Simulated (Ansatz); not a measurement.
This script drives Ansatz 0.2.0, Python API.

The script, `run_freq.py`:
```python
"""Harmonic frequencies of CH3AlClFO at its relaxed geometry."""

import itertools

import ansatz as az
from ase import Atoms
from ase.data import atomic_numbers, covalent_radii
from ase.thermochemistry import IdealGasThermo
import numpy as np

mol = (
    az.Crystal.molecule()
    .atom("C", [-0.488, -0.3722, 1.0817])
    .atom("O", [0.757, 0.0467, 0.6868])
    .atom("Al", [0.7845, 0.308, -1.1621])
    .atom("F", [1.2816, -1.0619, -2.2421])
    .atom("Cl", [0.3492, 2.2843, -2.0167])
    .atom("H", [-0.5507, -0.4599, 2.1678])
    .atom("H", [-0.8049, -1.2898, 0.6035])
    .atom("H", [-1.2366, 0.4878, 0.8253])
)

model = mol.calculation()
model = model.basis(gaussian="6-31G*")
model = model.functional("CAM-B3LYP")
symbols = [site.symbol for site in mol.cartesian_sites]
start = np.array([site.position_ang for site in mol.cartesian_sites], dtype=float)
r = model.relax(force_tolerance=0.003).run(threads=1, backend="cpu").report
end = np.array(r["positions_ang"])

# pairs closer than 1.2 times the sum of covalent radii, before or after
radius = [covalent_radii[atomic_numbers[s]] for s in symbols]
span = lambda where, i, j: np.linalg.norm(where[i] - where[j])
bonded = [(i, j) for i, j in itertools.combinations(range(len(symbols)), 2) if min(span(start, i, j), span(end, i, j)) < 1.2 * (radius[i] + radius[j])]
print("pair        before    after (A)")
for i, j in bonded:
    print(f"{symbols[i]}{i}-{symbols[j]}{j}".ljust(10), f"{span(start, i, j):8.4f} {span(end, i, j):8.4f}")

# same settings at the minimum
minimum = az.Crystal.molecule()
for symbol, place in zip(symbols, end):
    minimum = minimum.atom(symbol, place.tolist())
vibrating = minimum.calculation()
vibrating = vibrating.basis(gaussian="6-31G*")
vibrating = vibrating.functional("CAM-B3LYP")
vibrating = vibrating.phonons(temperatures=(200, 600, 100))
vib = vibrating.run(threads=1, backend="cpu").report["vibrations"]
sums = vib["harmonic_sums"]
modes = [m["omega_inv_cm"] for m in sums["modes_at_gamma"] if m["rigid_motion"] == "no"]
for number, w in enumerate(modes, start=1):
    print(f"mode {number:2d} {w:9.1f} 1/cm {w / 8065.544 * 1000:8.2f} meV")
print("imaginary modes:", sum(w < 0 for w in modes), " zero-point energy:", round(sums["zero_point_energy_ev"], 4), "eV")
# rigid rotor and ideal gas, symmetry number taken as one
gas = IdealGasThermo(vib_energies=[w / 8065.544 for w in modes if w > 0], geometry="linear" if len(modes) == 3 * len(symbols) - 5 else "nonlinear",
                     atoms=Atoms(symbols, positions=end), symmetrynumber=1, spin=0.0)
print(f"H(298 K) - E = {gas.get_enthalpy(298.15, verbose=False):.4f} eV")
print(f"S(298 K, 1 bar) = {96485.33 * gas.get_entropy(298.15, 1e5, verbose=False):.1f} J/(mol K) with symmetry number 1")
```

It is started by `python run_freq.py`. Estimate its wall time and peak memory on 1 thread of Arm Neoverse V1 (shared host).

It took about 4.1 min, with a peak of 0.34 GiB, for 2 runs of the engine.

```console
$ python run_freq.py
pair        before    after (A)
C0-O1        1.3717   1.4083
C0-H5        1.0914   1.0947
C0-H6        1.0822   1.0947
C0-H7        1.1687   1.0966
O1-Al2       1.8675   1.6731
Al2-F3       1.8139   1.6357
Al2-Cl4      2.1967   2.0857
mode  1      79.4 1/cm     9.84 meV
mode  2      91.2 1/cm    11.31 meV
mode  3      97.7 1/cm    12.12 meV
mode  4     211.0 1/cm    26.16 meV
mode  5     261.4 1/cm    32.41 meV
mode  6     270.9 1/cm    33.59 meV
mode  7     484.5 1/cm    60.07 meV
mode  8     759.5 1/cm    94.16 meV
mode  9     944.9 1/cm   117.15 meV
mode 10    1197.3 1/cm   148.45 meV
mode 11    1210.6 1/cm   150.10 meV
mode 12    1253.7 1/cm   155.44 meV
mode 13    1529.2 1/cm   189.59 meV
mode 14    1537.2 1/cm   190.59 meV
mode 15    1545.1 1/cm   191.56 meV
mode 16    3057.0 1/cm   379.02 meV
mode 17    3126.0 1/cm   387.58 meV
mode 18    3138.5 1/cm   389.12 meV
imaginary modes: 0  zero-point energy: 1.2891 eV
H(298 K) - E = 1.5053 eV
S(298 K, 1 bar) = 356.9 J/(mol K) with symmetry number 1
```

Reading the output:
- The frequencies are harmonic and unscaled, in a modest basis.
- The result belongs to the one conformer reached from this start, and soft torsions count as harmonic oscillators.
- The entropy takes a symmetry number of 1; a symmetric molecule's is lower by R ln(sigma).
